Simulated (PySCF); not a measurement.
# C2H5N3Si: the cost of one run

Method: levels as typed in each script, gas phase, geometry from GFN2-xTB; program: PySCF 2.14.0.

### 1 The starting structure

11 atoms, charge 0, spin multiplicity 1.

Bond lengths: Si1–C2 1.875 Å, Si1–H7 1.459 Å, Si1–H8 1.459 Å, Si1–H9 1.471 Å, C2–N3 1.306 Å, C2–N6 1.371 Å, N3–N4 1.339 Å, N4–C5 1.298 Å, C5–N6 1.359 Å, C5–H10 1.070 Å, N6–H11 1.006 Å. Angles: C2–Si1–H7 109.3°, C2–Si1–H8 109.3°, C2–Si1–H9 105.4°, H7–Si1–H8 112.4°, H7–Si1–H9 110.1°, H8–Si1–H9 110.1°, Si1–C2–N3 125.5°, Si1–C2–N6 126.0°, N3–C2–N6 108.5°, C2–N3–N4 109.0°, N3–N4–C5 107.8°, N4–C5–N6 110.0°, N4–C5–H10 125.6°, N6–C5–H10 124.4°, C2–N6–C5 104.7°, C2–N6–H11 127.1°, C5–N6–H11 128.2°.

Coordinates:

```
Si   -2.0279   -0.0006    0.0000
C    -0.1535   -0.0467    0.0001
N     0.5786   -1.1288    0.0001
N     1.8713   -0.7799    0.0000
C     1.9331    0.5169    0.0000
N     0.6793    1.0420    0.0001
H    -2.5253   -0.6431   -1.2123
H    -2.5256   -0.6405    1.2131
H    -2.3830    1.4270   -0.0015
H     2.8319    1.0982   -0.0003
H     0.4111    2.0120   -0.0001
```

### 2 Localised orbitals (TPSS/cc-pvdz)

Contents of input.py:

```python
import numpy as np
from pyscf import gto, scf, dft, lo
from pyscf.data.elements import chemcore

def solve(mol, dm0=None, hcore=None):
    mf = (dft.UKS if mol.spin else dft.RKS)(mol, xc='tpss')
    mf.grids.level = 3
    mf = mf.density_fit(auxbasis='def2-universal-jkfit')
    mf.conv_tol, mf.max_cycle = 1e-8, 80
    if hcore is not None:
        mf.get_hcore = lambda *args: hcore
    mf.kernel(dm0)
    if not mf.converged:
        mf = mf.newton().run(mf.mo_coeff, mf.mo_occ, max_cycle=30)
    assert mf.converged, 'SCF not converged'
    return mf

mol = gto.M(atom='''
Si    -2.02789    -0.00056     0.00000
C     -0.15355    -0.04673     0.00006
N      0.57857    -1.12881     0.00007
N      1.87130    -0.77987    -0.00002
C      1.93311     0.51693    -0.00004
N      0.67927     1.04197     0.00008
H     -2.52535    -0.64307    -1.21231
H     -2.52561    -0.64052     1.21307
H     -2.38300     1.42701    -0.00146
H      2.83191     1.09820    -0.00035
H      0.41111     2.01199    -0.00006
''', basis='cc-pvdz', charge=0, spin=0, verbose=4)
mf = solve(mol)
occ_all = mf.mo_coeff[:, mf.mo_occ > 0]
occ = occ_all[:, chemcore(mol):]
pm = lo.PM(mol, occ, pop_method='meta_lowdin')
loc = pm.kernel()
for _ in range(5):
    new, stable = pm.stability_jacobi(return_status=True)
    if stable:
        break
    loc = pm.kernel(new)
fock, s = mf.get_fock(), mf.get_ovlp()
ortho = lo.orth_ao(mol, 'meta_lowdin')
labels = mol.ao_labels(fmt=None)
vir = loc[:, :0]
both = np.hstack([loc, vir])
p = (ortho.T @ s @ both) ** 2
pop = np.array([p[[l[0] == a for l in labels]].sum(0) for a in range(mol.natm)])
spd = np.array([[p[[l[0] == a and l[2][-1] == k for l in labels]].sum(0) for k in 'spd'] for a in range(mol.natm)])
eps = np.einsum('pi,pq,qi->i', both, fock, both)
for i in np.argsort(eps):
    top = np.argsort(-pop[:, i])[:3]
    print('%3d %s %9.4f Eh ' % (i + 1, 'occ' if i < loc.shape[1] else 'vir', eps[i]), '  '.join('%s%d %.3f' % (mol.atom_symbol(a), a + 1, pop[a, i]) for a in top))
np.savez('result.npz', c=both, nocc=loc.shape[1], pop=pop, spd=spd, eps=eps, e=mf.e_tot)
```

Command:

```bash
OMP_NUM_THREADS=1 python input.py
```

Q: Estimate wall time and peak memory on 1 thread of Arm Neoverse V1, shared host.

About 38 s, with a peak of 0.49 GiB.
